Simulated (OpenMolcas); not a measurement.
# Ir²⁺ among point charges: CASSCF and CASPT2 levels and susceptibility

How does a field of 6 point charges split the states of Ir²⁺, and what χT follows?

The numbers are computed with OpenMolcas 26.06 (state-averaged CASSCF and CASPT2, spin-orbit coupling by RASSI with atomic mean-field integrals), except any that are marked as measured or tabulated.

### 1 The system

* Species: Ir²⁺ (iridium, Z = 77, 75 electrons)
* Basis: ANO-RCC-VDZP [7s6p4d2f], 59 functions
* Scalar Hamiltonian: DKH2, point nucleus
* Inactive shells: 1s 2s 2p 3s 3p 3d 4s 4p 4d 4f 5s 5p
* Active space: 7 electrons in 5 orbitals (5d)
* Some configurations of this space: 5d⁷
* Orbitals: optimised for each spin and parity, averaged over all roots

The outer shells:

5d7
```
5d [↑↓][↑↓][↑ ][↑ ][↑ ]
```

The ion sits among 6 point charges of -1.1 e arranged as a tetragonal octahedron (D4h), 1.98 Å from the ion, with the axial distance 1.881 Å.

Each step is its own input file, run in one work folder so that later steps find the files of earlier ones. Labels, J, g values, rates, χT and fits are worked out afterwards by a script from the matrices that RASSI stores. The input lists half of the charges; inversion (Group=XYZ) makes the rest.

### 2 One- and two-electron integrals

a.inp reads:

```
&GATEWAY
Coord
1

Ir 0.0 0.0 0.0
Basis=ANO-RCC-VDZP
Group=XYZ
NoMove
AngMom=0.0 0.0 0.0
AMFI
XField
3 Angstrom 0
1.980000 0.000000 0.000000 -1.100000
0.000000 1.980000 0.000000 -1.100000
0.000000 0.000000 1.881000 -1.100000
&SEWARD
```

Launch:

```bash
OMP_NUM_THREADS=1 MOLCAS_MEM=1689 MOLCAS_PROJECT=a pymolcas a.inp > a.log
```

### 3 Reference wave functions, quartets of even parity, 10 roots

a.inp reads:

```
&RASSCF
FileOrb=start.orb
Symmetry=1
Spin=4
nActEl=7 0 0
Inactive=15 19
Ras2=5 0
CIRoot=10 10 1
SDav=10
CIMx=300
Iter=120 100
PrWF=0.3
OrbListing=Nothing
MaxOrb=0
>>> COPY $Project.JobIph JOB001
```

start.orb holds the contracted functions of the basis, ordered by shell, or the orbitals of the step before.

### 4 CASSCF: doublets of even parity, 40 roots

a.inp reads:

```
&RASSCF
FileOrb=start.orb
Symmetry=1
Spin=2
nActEl=7 0 0
Inactive=15 19
Ras2=5 0
CIRoot=40 40 1
SDav=40
CIMx=300
Iter=120 100
PrWF=0.3
OrbListing=Nothing
MaxOrb=0
>>> COPY $Project.JobIph JOB002
```

### 5 RASSI: spin-orbit coupling between the states

a.inp reads:

```
&RASSI
NrOfJobIphs=2 10 40
1 2 3 4 5 6 7 8 9 10
1 2 3 4 5 6 7 8 9 10 11 12 13 14 15 16 17 18 19 20 21 22 23 24 25 26 27
28 29 30 31 32 33 34 35 36 37 38 39 40
IphNames
JOB001
JOB002
EJob
SpinOrbit
DIPRint=1.0
SOCoupling=1000.0
Subsets=2
Property=9
'ANGMOM' 1 'ANGMOM' 2 'ANGMOM' 3 'MLTPL  1' 1 'MLTPL  1' 2 'MLTPL  1' 3
'AMFI' 1 'AMFI' 2 'AMFI' 3
SOProperty=3
'ANGMOM' 1 'ANGMOM' 2 'ANGMOM' 3
```

### 6 CASPT2: IPEA 0.25, imaginary shift 0.1 (closed shells correlated: 5s 5p)

a.inp reads:

```
>>> COPY JOB001 $Project.JobIph
&CASPT2
Multistate=10 1 2 3 4 5 6 7 8 9 10
NoMult
Frozen=14 16
IPEA=0.25
Imaginary=0.1
MaxIter=60
WThr=0.0 0.3 0.05
PrWF=0.5
NoMix
>>> COPY JOB002 $Project.JobIph
&CASPT2
Multistate=40 1 2 3 4 5 6 7 8 9 10 11 12 13 14 15 16 17 18 19 20 21 22
23 24 25 26 27 28 29 30 31 32 33 34 35 36 37 38 39 40
NoMult
Frozen=14 16
IPEA=0.25
Imaginary=0.1
MaxIter=60
WThr=0.0 0.3 0.05
PrWF=0.5
NoMix
```

(Steps that only read results are left out.)

Before running it: what results should come out? Wanted: spin-free ground state; first state of the same spin within the active space; lowest level; next level.

As calculated:

| quantity | value |
| --- | --- |
| method | SS-CASPT2, IPEA 0.25, imaginary shift 0.1 (closed shells correlated: 5s 5p) |
| spin-free ground state | 4E, 2-fold in its orbital part |
| first state of the same spin within the active space | 4A2 at 637 cm⁻¹ |
| lowest level | 2-fold E1/2, g = 3.67, 3.67, 6.92 |
| next level | 711.2 cm⁻¹ |
| χT at 300 K | 3.27 cm³ K/mol |
| effective moment at 300 K | 5.12 μB |

Cost by method:

| method | time of its own steps | time with the reference |
| --- | --- | --- |
| A. CASSCF | 14 s | 14 s |
| B. SS-CASPT2, IPEA 0.25, imaginary shift 0.1, +5s 5p | 4.1 s | 18 s |

Times are of one thread on a shared host.

**Reading.** The spin-free ground state (4E) comes to 95 % from free-ion F terms and keeps the highest spin of the shell. χT at 300 K is 3.27, against 1.88 cm³ K/mol for the spin alone, so orbital moment adds to it. An active space of the d shell alone favours high spin; real ions in strong fields can be low spin. The field of point charges can differ much from that of real complexes. With metal d orbitals alone active, the gaps between spin states are rough; where two lie within a few thousand cm-1, their order is open. Point charges carry no covalency, so the field is a model and not that of real ligands.
